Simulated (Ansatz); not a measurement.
# C2H9NSn, SMILES C[NH][SnH2][CH3]: a geometry optimisation

With the Ansatz DFT code, driven from Python.

Run as a notebook:

```python
import itertools

import ansatz
from ase.data import atomic_numbers, covalent_radii
import numpy as np
import pandas as pd

c2h9nsn = (
    ansatz.Crystal.molecule()
    .atom("C", (-1.0065, 1.4858, -0.4841))
    .atom("N", (0.3944, 1.4144, -0.5186))
    .atom("Sn", (0.9283, -0.0972, 0.7554))
    .atom("C", (0.2176, -1.9467, 0.0797))
    .atom("H", (-1.3701, 2.3309, -1.2065))
    .atom("H", (-1.5282, 0.5934, -0.8194))
    .atom("H", (-1.3732, 1.795, 0.5306))
    .atom("H", (0.7188, 1.1349, -1.4858))
    .atom("H", (0.3614, 0.2628, 2.4178))
    .atom("H", (2.7096, -0.2109, 0.8287))
    .atom("H", (0.4784, -2.1511, -0.9319))
    .atom("H", (-0.945, -1.8944, 0.1172))
    .atom("H", (0.4348, -2.7516, 0.7317))
)
```

```python
calculation = (
    c2h9nsn.calculation()
    .basis(gaussian="def2-SVP")
    .functional("b3lyp", dispersion="d3bj")
)
symbols = [site.symbol for site in c2h9nsn.cartesian_sites]
start = np.array([site.position_ang for site in c2h9nsn.cartesian_sites], dtype=float)
def progress(event):
    if event["event"] == "relax_step":
        row = event["data"]
        print(f"step {row['step']:3d}  E = {row['lagrangian_ev']:.6f} eV  largest force component {row['allowed_force_max_ev_ang']:.4f} eV/A")
```

```python
report = calculation.relax(force_tolerance=0.005).session().plan().execute(on_event=progress).report
end = np.array(report["positions_ang"])
```

    step   1  E = -9540.665910 eV  largest force component 3.4938 eV/A
    step   2  E = -9541.086221 eV  largest force component 1.1788 eV/A
    step   3  E = -9541.201130 eV  largest force component 0.4883 eV/A
    step   4  E = -9541.220758 eV  largest force component 0.5356 eV/A
    step   5  E = -9541.235301 eV  largest force component 0.1011 eV/A
    step   6  E = -9541.226946 eV  largest force component 0.2536 eV/A
    step   7  E = -9541.238699 eV  largest force component 0.0333 eV/A
    step   8  E = -9541.239792 eV  largest force component 0.0287 eV/A
    step   9  E = -9541.177957 eV  largest force component 0.7106 eV/A
    step  10  E = -9541.240267 eV  largest force component 0.0054 eV/A
    step  11  E = -9541.240395 eV  largest force component 0.0134 eV/A
    step  12  E = -9541.240330 eV  largest force component 0.0277 eV/A
    step  13  E = -9541.240459 eV  largest force component 0.0080 eV/A
    step  14  E = -9541.240371 eV  largest force component 0.0147 eV/A
    step  15  E = -9541.240489 eV  largest force component 0.0041 eV/A
    step  16  E = -9541.240462 eV  largest force component 0.0101 eV/A
    step  17  E = -9541.240500 eV  largest force component 0.0045 eV/A
    step  18  E = -9541.240492 eV  largest force component 0.0072 eV/A
    step  19  E = -9541.240505 eV  largest force component 0.0017 eV/A

```python
for key in ("converged", "free_energy_ev", "reference_energy_ev", "n_frozen", "n_occupied", "n_virtual"):
    print(f"{key:22s} {report[key]}")

# pairs closer than 1.2 times the sum of covalent radii, before or after
radius = [covalent_radii[atomic_numbers[s]] for s in symbols]
span = lambda where, i, j: np.linalg.norm(where[i] - where[j])
bonded = [(i, j) for i, j in itertools.combinations(range(len(symbols)), 2) if min(span(start, i, j), span(end, i, j)) < 1.2 * (radius[i] + radius[j])]
print("pair        before    after (A)")
for i, j in bonded:
    print(f"{symbols[i]}{i}-{symbols[j]}{j}".ljust(10), f"{span(start, i, j):8.4f} {span(end, i, j):8.4f}")

charges = report["charge_distribution"]
table = pd.DataFrame({"atom": symbols, "mulliken": charges["mulliken_charges_e"], "lowdin": charges["lowdin_charges_e"]})
print(table.round(3).to_string())
print("dipole (e A):", np.round(charges["dipole_moment_e_ang"], 4) + 0.0)
with open("c2h9nsn_opt.xyz", "w") as handle:
    handle.write(f"{len(symbols)}\nrelaxed C2H9NSn\n")
    handle.writelines(f"{s:2s} {x:11.6f} {y:11.6f} {z:11.6f}\n" for s, (x, y, z) in zip(symbols, end))
```

    converged              True
    free_energy_ev         -9541.240789669067
    reference_energy_ev    -9540.798863411199
    n_frozen               0
    n_occupied             [25, 25]
    n_virtual              [88, 88]
    pair        before    after (A)
    C0-N1        1.4031   1.4525
    C0-H4        1.1697   1.1056
    C0-H5        1.0867   1.1121
    C0-H6        1.1224   1.1039
    N1-Sn2       2.0477   2.0601
    N1-H7        1.0577   1.0184
    Sn2-C3       2.0934   2.1759
    Sn2-H8       1.7929   1.7230
    Sn2-H9       1.7864   1.7221
    C3-H10       1.0645   1.0996
    C3-H11       1.1644   1.0998
    C3-H12       1.0584   1.1002
       atom  mulliken  lowdin
    0     C     0.108   0.041
    1     N    -0.461  -0.051
    2    Sn     0.559   0.327
    3     C    -0.259  -0.109
    4     H     0.007  -0.018
    5     H    -0.006  -0.029
    6     H     0.012  -0.007
    7     H     0.118  -0.002
    8     H    -0.113  -0.091
    9     H    -0.108  -0.089
    10    H     0.047   0.009
    11    H     0.048   0.009
    12    H     0.047   0.010
    dipole (e A): [-0.0748 -0.2199 -0.1624]

File `c2h9nsn_opt.xyz` afterwards:
```text
13
relaxed C2H9NSn
C    -1.093826    1.612927   -0.580643
N     0.330237    1.367257   -0.434491
Sn    0.997391   -0.176333    0.755555
C     0.173322   -2.109057    0.189762
H    -1.275736    2.592158   -1.060523
H    -1.656288    0.855120   -1.169027
H    -1.571406    1.661586    0.413440
H     0.814010    1.413260   -1.329517
H     0.498660    0.232939    2.353225
H     2.712143   -0.160466    0.596970
H     0.512375   -2.380887   -0.820347
H    -0.925395   -2.062445    0.200026
H     0.504813   -2.880759    0.900370
```

Caveats:
- These settings explore the input space; basis and method may be short of convergence.
- The end point is the stationary point reached from this start; no frequency run checks that it is a minimum, and the basis set is modest.
- def2 sets replace the cores of elements past krypton by effective core potentials.
- The Löwdin charges here are taken after orthogonalising the functions within each atom; they differ from plain Löwdin charges, and their signs can be unphysical.
- Total less reference energy is the dispersion correction.
- b3lyp holds the VWN-RPA fit, as in Gaussian; the form of ORCA and Turbomole is b3lyp5.
- Wall time of the script: 2.1 min on 1 thread of Arm Neoverse V2, on a shared host, peak memory 0.39 GiB.

(Lines on the test bed's own set-up are left out of the output.)
